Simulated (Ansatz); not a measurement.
# F6S: the cost of one run

Program: Ansatz 0.2.0. Level of theory: DFT B2PLYP, Gaussian basis def2-TZVPD, and further levels as typed in the inputs. These are calculated values, not measurements.

### 1 The system as given

Bond lengths: S1–F2 1.570 Å, S1–F3 1.570 Å, S1–F4 1.570 Å, S1–F5 1.570 Å, S1–F6 1.570 Å, S1–F7 1.570 Å. Angles (14 of 15 angles, heavy atoms first): F2–S1–F3 180.0°, F2–S1–F4 90.0°, F2–S1–F5 90.0°, F2–S1–F6 90.0°, F2–S1–F7 90.0°, F3–S1–F4 90.0°, F3–S1–F5 90.0°, F3–S1–F6 90.0°, F3–S1–F7 90.0°, F4–S1–F5 180.0°, F4–S1–F6 90.0°, F4–S1–F7 90.0°, F5–S1–F6 90.0°, F5–S1–F7 90.0°.

Coordinates:

```xyz
7

S     0.0000    0.0000    0.0000
F     1.5700    0.0000    0.0000
F    -1.5700    0.0000    0.0000
F     0.0000    1.5700    0.0000
F     0.0000   -1.5700    0.0000
F     0.0000    0.0000    1.5700
F     0.0000    0.0000   -1.5700
```

### 2 Relaxing the atoms: F6S

Contents of input.yaml:

```yaml
relax:
  f_tol: 0.001
  max_steps: 200
crystal:
  periodic: [false, false, false]
  atoms:
    - { symbol: S, position_ang: [0.0, 0.0, 0.0] }
    - { symbol: F, position_ang: [1.57, 0.0, 0.0] }
    - { symbol: F, position_ang: [-1.57, 0.0, 0.0] }
    - { symbol: F, position_ang: [0.0, 1.57, 0.0] }
    - { symbol: F, position_ang: [0.0, -1.57, 0.0] }
    - { symbol: F, position_ang: [0.0, 0.0, 1.57] }
    - { symbol: F, position_ang: [0.0, 0.0, -1.57] }
basis:
  gaussian: { orbitals: def2-TZVPD }
hamiltonian:
  xc: { name: B2PLYP }
```

Launch:

```console
$ ansatz run input.yaml --threads 4 --pin off --max-ram 12288MiB --backend cpu --events-out ev --progress --plain --runs-dir out
```

What time and memory should one allow on 4 threads of Intel Xeon 6975P-C (Granite Rapids), shared host?

About 64 s, with a peak of 1.3 GiB.
